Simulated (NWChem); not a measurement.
# triplet Cu2: levels of theory compared

Wanted: a comparison of 3 runs (UHF/def2-SVPD, UMP2/def2-SVPD, UCCSD/def2-SVPD) of triplet Cu2. 

The calculation is run with NWChem 7.3.0.

1 further run of the same task is left out (it didn't finish).

## (1) The structure to begin with

Cu2 has 2 atoms, charge 0, and is taken as a triplet. As SMILES of the parent species, `[Cu][Cu]`. The bond length is the one measured for the parent species. That shape belongs to the parent species and isn't relaxed for this state.

Bond lengths: Cu1–Cu2 2.220 Å.

## (2) A single-point energy at UHF/def2-SVPD (run 1)

Contents of run.xyz:

```xyz
2
Cu2 hf
Cu     0.000000     0.000000     0.000000
Cu     0.000000     0.000000     2.219700
```

Contents of run.py:

```python
from ase.io import read
from ase.calculators.nwchem import NWChem

molecule = read('run.xyz')

calc = NWChem(
    label='run',
    theory='scf',
    memory='2200 mb',
    basis='def2-SVPD',
    basispar='spherical bse',
    scf={'nopen': '2', 'uhf': None, 'thresh': '1e-08', 'maxiter': '80', 'print': 'low'},
    task='energy',
)
molecule.calc = calc

print(f"energy = {molecule.get_potential_energy():.6f} eV")
```

On the command line:

```sh
$ export ASE_NWCHEM_COMMAND="nwchem PREFIX.nwi > PREFIX.nwo"
$ python run.py
```

The log of the run:

```text
energy = -89181.289395 eV
```

The calculator wrote run.nwi:

```
title "run"

permanent_dir run

scratch_dir run

start run

geometry units angstrom nocenter noautosym noautoz
  Cu 0.0000000000000000e+00 0.0000000000000000e+00 0.0000000000000000e+00
  Cu 0.0000000000000000e+00 0.0000000000000000e+00 2.2197000000000000e+00
end

memory 2200 mb

basis spherical bse noprint
   * library def2-SVPD
end

scf
  nopen 2
  uhf
  thresh 1e-08
  maxiter 80
  print low
end

task scf energy
```

run.nwo:

```text
Northwest Computational Chemistry Package (NWChem) 7.3.0
             --------------------------------------------------------

           Job information
           ---------------

    nwchem branch   = 7.3.0
    use scalapack   = T
    input           = run.nwi
    prefix          = run.
    data base       = run/run.db
    status          = startup
    nproc           =        1

           Memory information
           ------------------

    heap     =     72089596 doubles =      550.0 Mbytes
    stack    =     72089601 doubles =      550.0 Mbytes
    global   =    144179200 doubles =     1100.0 Mbytes (distinct from heap & stack)
    total    =    288358397 doubles =     2200.0 Mbytes
    verify   = yes
    hardfail = no

           Directory information
           ---------------------

  0 permanent = run
  0 scratch   = run

                                NWChem Input Module
                                -------------------

                                        run
                                        ---

[... 20 lines left out ...]
            Nuclear Dipole moment (a.u.)
[... 19 lines left out ...]
                         number of included internuclear distances:          1
 ==============================================================================

                                 NWChem SCF Module
                                 -----------------

                                        run

  ao basis        = "ao basis"
  functions       =    68
  atoms           =     2
  alpha electrons =    30
  beta  electrons =    28
  charge          =   0.00
  wavefunction    = UHF
  input vectors   = atomic
  output vectors  = run/run.movecs
  use symmetry    = F
  symmetry adapt  = F

 Forming initial guess at       0.0s

 Starting SCF solution at       0.4s

       Final UHF  results
       ------------------

         Total SCF energy =  -3277.351962720527
      One electron energy =  -4978.670421464818
      Two electron energy =   1500.823767385663
 Nuclear repulsion energy =    200.494691358628

                       Sz =      1.0000
                 Sz(Sz+1) =      2.0000
                      S^2 =      2.0044

        Time for solution =     15.2s

 Task  times  cpu:       15.6s     wall:       15.6s
 Total times  cpu:       15.6s     wall:       15.6s
```

Run time: 17 s. Hardware: 1 thread of Intel Xeon Platinum 8488C (Sapphire Rapids), shared host; peak memory 0.097 GiB.

## (3) The energy at UMP2/def2-SVPD (run 2)

Contents of run.py:

```python
from ase import Atoms
from ase.calculators.nwchem import NWChem

mol = Atoms(['Cu', 'Cu'], positions=[
    [0.000000, 0.000000, 0.000000],
    [0.000000, 0.000000, 2.219700],
])

calc = NWChem(
    label='input',
    theory='mp2',
    memory='2200 mb',
    basis='def2-SVPD',
    basispar='spherical bse',
    scf={'nopen': '2', 'uhf': None, 'thresh': '1e-08', 'maxiter': '80'},
    mp2={'freeze': 'core 10', 'tight': None},
    task='energy',
)
mol.calc = calc

e = mol.get_potential_energy()
print(f"E = {e:.6f} eV")
```

On the command line:

```sh
$ export ASE_NWCHEM_COMMAND="nwchem PREFIX.nwi > PREFIX.nwo"
$ python run.py
```

The log of the run:

```text
E = -89201.630929 eV
```

The calculator wrote input.nwi:

```
title "input"

permanent_dir input

scratch_dir input

start input

geometry units angstrom nocenter noautosym noautoz
  Cu 0.0000000000000000e+00 0.0000000000000000e+00 0.0000000000000000e+00
  Cu 0.0000000000000000e+00 0.0000000000000000e+00 2.2197000000000000e+00
end

memory 2200 mb

basis spherical bse noprint
   * library def2-SVPD
end

scf
  nopen 2
  uhf
  thresh 1e-08
  maxiter 80
end
mp2
  freeze core 10
  tight
end

task mp2 energy
```

input.nwo:

```text
Northwest Computational Chemistry Package (NWChem) 7.3.0
             --------------------------------------------------------

           Job information
           ---------------

    nwchem branch   = 7.3.0
    use scalapack   = T
    input           = input.nwi
    prefix          = input.
    data base       = input/input.db
    status          = startup
    nproc           =        1

           Memory information
           ------------------

    heap     =     72089596 doubles =      550.0 Mbytes
    stack    =     72089601 doubles =      550.0 Mbytes
    global   =    144179200 doubles =     1100.0 Mbytes (distinct from heap & stack)
    total    =    288358397 doubles =     2200.0 Mbytes
    verify   = yes
    hardfail = no

           Directory information
           ---------------------

  0 permanent = input
  0 scratch   = input

                                NWChem Input Module
                                -------------------

                                       input
                                       -----

[... 20 lines left out ...]
            Nuclear Dipole moment (a.u.)
[... 56 lines left out ...]
 1-e energy   =   -4964.066896
[... 7 lines left out ...]
         Quadratically convergent UHF
[... 15 lines left out ...]
       Final UHF  results
[... 3 lines left out ...]
      One electron energy =  -4978.670421464818
[... 1 line left out ...]
 Nuclear repulsion energy =    200.494691358628
[... 52 lines left out ...]
          Final beta eigenvalues
[... 245 lines left out ...]
                     UHF Final Beta Molecular Orbital Analysis
[... 292 lines left out ...]
 Semi-direct pass number   1 of   1  for UHF beta        at       19.1s
 Done moints_semi at       21.0s
 Done maket at       21.1s
 Done multipass loop at       21.1s

          -------------------------------------------
          SCF energy               -3277.351962720527
          Correlation energy          -0.747537575165
          Singlet pairs                0.000000000000
          Triplet pairs                0.000000000000
          Total MP2 energy         -3278.099500295692
          -------------------------------------------

          ---------------------------------------------------
                    Spin Component Scaled (SCS) MP2
          Same spin pairs                     -0.278484150160
          Same spin scaling factor             0.333333333333
          Opposite spin pairs                 -0.469053425005
          Opposite spin scaling fact.          1.200000000000
          SCS-MP2 correlation energy          -0.655692160059
          Total SCS-MP2 energy             -3278.007654880586
          ---------------------------------------------------

 -----------------------
 Task  times  cpu:       21.1s     wall:       21.1s
 Total times  cpu:       21.1s     wall:       21.1s
```

Run time: 22 s. Hardware: 1 thread of Intel Xeon Platinum 8488C (Sapphire Rapids), shared host; peak memory 0.16 GiB.

## (4) A single-point energy at UCCSD/def2-SVPD (run 3)

Contents of sp.nw:

```
start sp
title "Cu2"
memory total 2200 mb

geometry units angstroms noautosym nocenter noautoz
 Cu       0.000000       0.000000       0.000000
 Cu       0.000000       0.000000       2.219700
end

basis "ao basis" spherical bse
 Cu library def2-SVPD
end

scf
 triplet
 uhf
 thresh 1e-08
 maxiter 80
end

tce
 scf
 ccsd
 freeze core 10
 maxiter 60
end

task tce energy
```

On the command line:

```sh
$ nwchem sp.nw > sp.out
```

The log of the run:

```text
[...]
  functions       =    68
[...]
  wavefunction    = UHF
[...]
         Total SCF energy =  -3277.351962720632
      One electron energy =  -4978.670421464374
      Two electron energy =   1500.823767385115
 Nuclear repulsion energy =    200.494691358628
                       Sz =      1.0000
                 Sz(Sz+1) =      2.0000
                      S^2 =      2.0044
[...]
         Wavefunction type : Unrestricted Hartree-Fock
          No. of electrons :    58
[...]
         Spin multiplicity : triplet
[...]
 CCSD total energy / hartree       =     -3278.019809222651929
[...]
```

Run time: 1.9 min. Hardware: 1 thread of Intel Xeon Platinum 8488C (Sapphire Rapids), shared host; peak memory 0.53 GiB.

## (5) All runs side by side

```csv
run,level,module,frozen core orbitals,energy (Eh),⟨S²⟩,wall time
1,UHF/def2-SVPD,scf,–,-3277.351963,2.004,17 s
2,UMP2/def2-SVPD,mp2,10,-3278.099500,2.004,22 s
3,UCCSD/def2-SVPD,tce,10,-3278.019809,2.004,1.9 min
```

## (6) Results

| quantity | value |
| --- | --- |
| run 3: total energy | -3278.01981 Eh |
| run 3: HOMO energy (Hartree–Fock orbitals) (highest over α and β) | -4.81 eV |
| run 3: LUMO energy (Hartree–Fock orbitals) (lowest over α and β) | -0.45 eV |
| run 3: correlation energy (10 core orbitals frozen) | -667.8 mEh |
| run 3: ⟨S²⟩ of the reference determinant | 2.004 |

What this shows: Below the UHF energy at the same shape and in the same basis (def2-SVPD): UMP2 -747.5 mEh; UCCSD -667.8 mEh. All runs together took 2.5 min, the longest 1.9 min.
